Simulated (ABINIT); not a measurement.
The system is BeAl3.

```xyz
4
Lattice="-1.9422 1.9422 3.8519 1.9422 -1.9422 3.8519 1.9422 1.9422 -3.8519" Properties=species:S:1:pos:R:3 pbc="T T T"
Al    0.0000    0.0000    3.8519
Al    1.9422    0.0000    1.9259
Al    0.0000    1.9422    1.9259
Be    0.0000    0.0000    0.0000
```

The cell comes from a database or a generator and needn't be the stable form of this composition.

```yaml
Program: ABINIT 10.8.3 (patched build)
Task: single point
Functional: PBE
Potentials_or_basis: JTH PAW PBE v2.0
Cutoff: 517 eV
k_mesh: 10 × 10 × 10
Occupations: fermi-dirac, width 0.05 eV
Spin: no spin polarisation
```

On this cell: pressure 0.5 GPa; largest force under 0.003 eV/Å; band gap on the k mesh none (metal or under the smearing width).

The same run follows on a disturbed copy (atoms moved at random, drawn with an rms of 0.05 Å):

```xyz
4
Lattice="-1.9422 1.9422 3.8519 1.9422 -1.9422 3.8519 1.9422 1.9422 -3.8519" Properties=species:S:1:pos:R:3 pbc="T T T"
Al   -0.0177   -0.0446    3.8649
Al    1.9305   -0.0283    1.9653
Al    0.0251    1.9182    1.9788
Be   -0.0128    0.0032    0.0326
```

Task: What changes?

Result: The energy (extrapolated to zero smearing) moves by +2.8 meV/atom; pressure 0.6 GPa; largest force 0.302 eV/Å; band gap on the k mesh none (metal or under the smearing width).

Forces on the atoms (eV/Å):
```
Al   0.087  0.117  0.264
Al   0.128  0.000 -0.111
Al  -0.226 -0.055 -0.168
Be   0.011 -0.062  0.015
```

Stress tensor (GPa, compression positive):
```
 0.21  0.01 -0.24
 0.01  0.48  0.06
-0.24  0.06  1.22
```
